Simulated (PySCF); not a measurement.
**[Lu(P5)2]+: other functionals and bases at one geometry**

One table from this session's results is given with a row withheld; the runs are named, their logs left out.

The runs use PySCF 2.14.0; several levels, as the steps say, no spin–orbit coupling.

3 further runs of the same task are left out: 2 for a known fault of the program, 1 that didn't finish.

**Where the work starts**

11 atoms, charge 1, spin multiplicity 1.

Bond lengths: Lu1–P2 2.981 Å, Lu1–P3 3.046 Å, Lu1–P4 3.017 Å, Lu1–P5 2.935 Å, Lu1–P6 2.909 Å, Lu1–P7 2.981 Å, Lu1–P8 3.046 Å, Lu1–P9 3.017 Å, Lu1–P10 2.934 Å, Lu1–P11 2.909 Å, P2–P3 2.158 Å, P2–P6 2.164 Å, P3–P4 2.165 Å, P4–P5 2.160 Å, P5–P6 2.168 Å, P7–P8 2.158 Å, P7–P11 2.164 Å, P8–P9 2.165 Å and more. Angles: P2–Lu1–P3 42.0°, P2–Lu1–P4 71.3°, P2–Lu1–P5 72.5°, P2–Lu1–P6 43.1°, P2–Lu1–P7 155.3°, P2–Lu1–P8 114.7°, P2–Lu1–P9 95.1°, P2–Lu1–P10 111.7°, P2–Lu1–P11 153.1°, P3–Lu1–P4 41.8°, P3–Lu1–P5 71.6°, P3–Lu1–P6 72.0°, P3–Lu1–P7 114.6°, P3–Lu1–P8 80.4°, P3–Lu1–P9 85.0°, P3–Lu1–P10 124.0°, P3–Lu1–P11 152.2°, P4–Lu1–P5 42.5° and more.

Coordinates:

| atom | x (Å) | y (Å) | z (Å) |
| --- | --- | --- | --- |
| Lu1 | 0.4540 | 0.0017 | 0.0000 |
| P2 | -0.1829 | 1.8355 | 2.2623 |
| P3 | -1.8718 | 0.5441 | 1.8902 |
| P4 | -1.1908 | -1.5059 | 2.0311 |
| P5 | 0.9194 | -1.4772 | 2.4915 |
| P6 | 1.5503 | 0.5921 | 2.6290 |
| P7 | -0.1825 | -1.8368 | -2.2591 |
| P8 | -1.8717 | -0.5451 | -1.8892 |
| P9 | -1.1912 | 1.5048 | -2.0337 |
| P10 | 0.9191 | 1.4757 | -2.4941 |
| P11 | 1.5504 | -0.5937 | -2.6280 |

Formal oxidation states: Lu +3. Each metal's 14 4f electrons lie in its core potential, so multiplicities, spins and levels count the valence alone. An earlier session relaxed this geometry at BP86, Lu lcecp-1-SVP with ECP60, P def2-SVP (singlet, point group C2).

At BP86 on the finer grid: E = -3452.841600 Eh, HOMO -10.26 eV, LUMO -8.94 eV, Mulliken charge on Lu1 +0.51 e, largest force component 0.026 eV/Å. 

Levels to run: wB97X; BLYP; r2SCAN; HF; BP86, TZVP. Hardware: 4 threads of Arm Neoverse V1, shared host.

The first run:

Contents of run.py (the lines that set the calculation):

```python
mol = gto.M(atom='''
Lu     0.45398     0.00173     0.00000
P     -0.18292     1.83552     2.26230
P     -1.87183     0.54411     1.89020
P     -1.19084    -1.50593     2.03106
P      0.91941    -1.47718     2.49154
P      1.55033     0.59207     2.62900
P     -0.18254    -1.83683    -2.25915
P     -1.87172    -0.54506    -1.88917
P     -1.19117     1.50484    -2.03370
P      0.91914     1.47570    -2.49411
P      1.55040    -0.59367    -2.62800''',
    basis={'Lu': 'lcecp-1-SVP', 'P': 'def2-SVP'},
    ecp={'Lu': 'lcecp-1-SVP'},
    charge=1, spin=0)
mf = dft.RKS(mol, xc='WB97X')
mf.grids.atom_grid = (75, 302)  # f atoms: unpruned, at least (60, 302)
mf = mf.density_fit()  # fitting sets: Lu AutoAux, P def2-universal-JKFIT
mf.conv_tol = 1e-08; mf.max_cycle = 55
mf.kernel(dm0)  # dm0: the density of the relaxed state
```

Command:

```console
$ OMP_NUM_THREADS=4 python run.py
```

Steps of the session up to this table: wB97X; BLYP; r2SCAN; HF; BP86, TZVP.

One table of the session follows, with a row left open; its other results are not shown here.

```
              level  HOMO (eV)  gap (eV)  charge on Lu1 (e)  dipole (D)  largest force component (eV/Å)
BP86 (relaxed here)     -10.26      1.33               0.51        0.59                            0.03
              wB97X     -13.33      6.81               0.57        0.59                            1.00
               BLYP      -9.87      1.33               0.40        0.52                            0.30
             r2SCAN     -10.50      1.53               0.94        0.70                            0.36
                 HF          ?         ?                  ?           ?                               ?
         BP86, TZVP     -10.03      1.30               0.90        0.56                            0.33
```

**Question.** Estimate the row for HF.

As computed: HOMO (eV): -13.26; gap (eV): 7.77; charge on Lu1 (e): 1.06; dipole (D): 0.61; largest force component (eV/Å): 0.84. In the column «HOMO (eV)» it lies between wB97X (-13.33) and r2SCAN (-10.50).

The dipole of a charged species depends on the origin, so these sizes hold for this origin alone.

In one basis the HOMO–LUMO gap runs from 1.33 eV (BLYP) to 7.77 eV (HF). The largest leftover force, 1.00 eV/Å with wB97X, stands at a geometry relaxed at another level. With 4f in the core, its levels are missing from HOMO and gap, and its count is fixed, so no charge can pass from the ligands into it. Total energies of different levels can't be compared.
